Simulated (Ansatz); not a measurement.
**Au: the crystal squeezed far**

Aim: compress Au (fcc type) step by step, far beyond the usual range, and follow pressure and electronic structure. The runs shown use PAW. Its runs: cell relaxed at zero pressure (PAW); volume scaled by 1 (PAW); volume scaled by 0.94 (PAW); volume scaled by 0.88 (PAW); volume scaled by 0.8 (PAW); volume scaled by 0.72 (PAW); volume scaled by 0.64 (PAW); volume scaled by 0.55 (PAW); volume scaled by 0.45 (PAW and PAW (core large)).

Computed with Ansatz 0.2.0 (DFT LDA, with the methods named in each step, unless a step's input says otherwise).

## 1. The system as given

The structure is cubic, space group Fm-3m (No. 225). Conventional cell: a = 4.078 Å, b = 4.078 Å, c = 4.078 Å, α = 90.00°, β = 90.00°, γ = 90.00°. Au (site symmetry m-3m) is surrounded by 12 Au at 2.88 Å.

Structure file:

```
Au
1.0
     0.00000    2.03882    2.03882
     2.03882    0.00000    2.03882
     2.03882    2.03882    0.00000
Au
1
Cartesian
  0.0000 0.0000 0.0000
```

Whether this phase is the stable one at these pressures isn't tested.

## 2. Cell relaxed at zero pressure, PAW

Contents of input.yaml:

```yaml
crystal:
  lattice:
    - [0.0, 2.0388247748, 2.0388247748]
    - [2.0388247748, 0.0, 2.0388247748]
    - [2.0388247748, 2.0388247748, 0.0]
  atoms:
    - { symbol: Au, position: [0.0, 0.0, 0.0] }
kpoints:
  mp_grid: { grid: [18, 18, 18] }
scf:
  occupations: { method: fermi_dirac, width: 0.08 }
hamiltonian:
  xc: lda
  pseudopotentials: { kind: paw }
output:
  forces: true
  stress: true
  write_density: true
  write_potential: true
  elf: true
  volumetric_format: npy
relax:
  f_tol: 0.005
  max_steps: 40
  cell: {}
```

On the command line:

```console
> ansatz run input.yaml --threads 1 --pin off --max-ram 2048MiB --backend cpu --events-out ev --progress --plain --runs-dir out
```

After this run come: Volume scaled by 1, PAW; Volume scaled by 0.94, PAW; Volume scaled by 0.88, PAW; Volume scaled by 0.8, PAW; Volume scaled by 0.72, PAW; Volume scaled by 0.64, PAW; Volume scaled by 0.55, PAW; Volume scaled by 0.45, PAW; Volume scaled by 0.45, PAW (core large).

Q: Predict the outcome of this session. Wanted: PAW pressure at 0.45 of the volume; PAW; fitted bulk modulus at zero pressure.

As calculated:

| quantity | value |
| --- | --- |
| PAW pressure at 0.45 of the volume | 1277.2 GPa |
| PAW (core large) pressure at 0.45 of the volume | 1293.4 GPa |
| fitted bulk modulus at zero pressure (PAW) | 210 GPa |
| its pressure derivative | 5.05 |

**Reading.** By PAW the pressure climbs to 1277 GPa at 0.45 of the first volume. A third-order Birch-Murnaghan curve fits the range only roughly (B₀ = 210 GPa, B′ = 5.05, misfit at most 15.02 GPa). A fit over so wide a range leans to the high pressures, so B₀ can be off by several per cent. No all-electron run checks these rows here, and frozen cores can fail under such compression. The ions are at rest, and the electrons smeared by 0.08 eV. Spin-orbit coupling is left out, though the cell holds Au; in elements this heavy it can shift bands and gaps by tenths of an eV.
